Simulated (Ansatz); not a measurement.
# BeNaH (singlet): the correlation ladder at distance Be1–H3 = 2.159 Å, cc-pVTZ

The task here is to estimate one member of a computed series from the others.

Program: Ansatz 0.2.0, Gaussian basis. Level of theory: cc-pVTZ, core rule «outside noble gas», up to 6 orbitals frozen. These are calculated values, not measurements.

The runs, in order: UHF; CCSD(T) on RHF; BCCD(T) on RHF; CCSDT(Q) on RHF; Full CI.

34 further runs of the same task are left out: 22 for a known fault of the program, 10 that didn't finish, 2 set aside as unsound or not needed. Runs told in other sessions of the task aren't counted.

## What is computed

The geometry derives from a PBE0/def2-TZVP stationary point (not a proven minimum). One bond is set to the value named and the two fragments are kept rigid.

3 atoms, charge 0, spin multiplicity 1.

Atoms are counted from 1 here; the program's logs count them from 0.

No contacts short enough for the rule that draws bonds.

Set-up of the first run:

Input file in.yaml:

```yaml
crystal:
  periodic: [false, false, false]
  atoms:
    - {symbol: Be, position_ang: [0.000000, 0.000000, 0.172800]}
    - {symbol: Na, position_ang: [0.000000, 0.000000, -2.504600]}
    - {symbol: H, position_ang: [0.000000, 0.000000, 2.331800]}
basis:
  gaussian: {orbitals: cc-pVTZ}
magnetization: {spin_polarized: true, initial_magnetization: 0}
hamiltonian: {xc: hf}
output: {orbitals: {seedname: orbitals}}
```

Command:

```sh
ansatz run in.yaml --threads 1 --pin off --events-out ev --progress --plain --max-ram 2393MiB
```

Steps of the session up to this table: UHF; CCSD(T) on RHF; BCCD(T) on RHF; CCSDT(Q) on RHF; Full CI.

One table of the session follows, with a row left open; its other results are not shown here.

It belongs to the step «Misses and costs». 

```
   method  from FCI (meV)
      RHF         +2316.0
     RMP2          +677.5
    RCCSD               ?
 RCCSD(T)           +19.1
  BCCD(T)           +19.3
   RCCSDT            +2.6
RCCSDT(Q)            +0.4
      FCI               0
```

**Question.** Estimate the row for RCCSD.

As computed: from FCI (meV): +72.2. In the column «from FCI (meV)» it lies between BCCD(T) (+19.3) and RMP2 (+677.5).
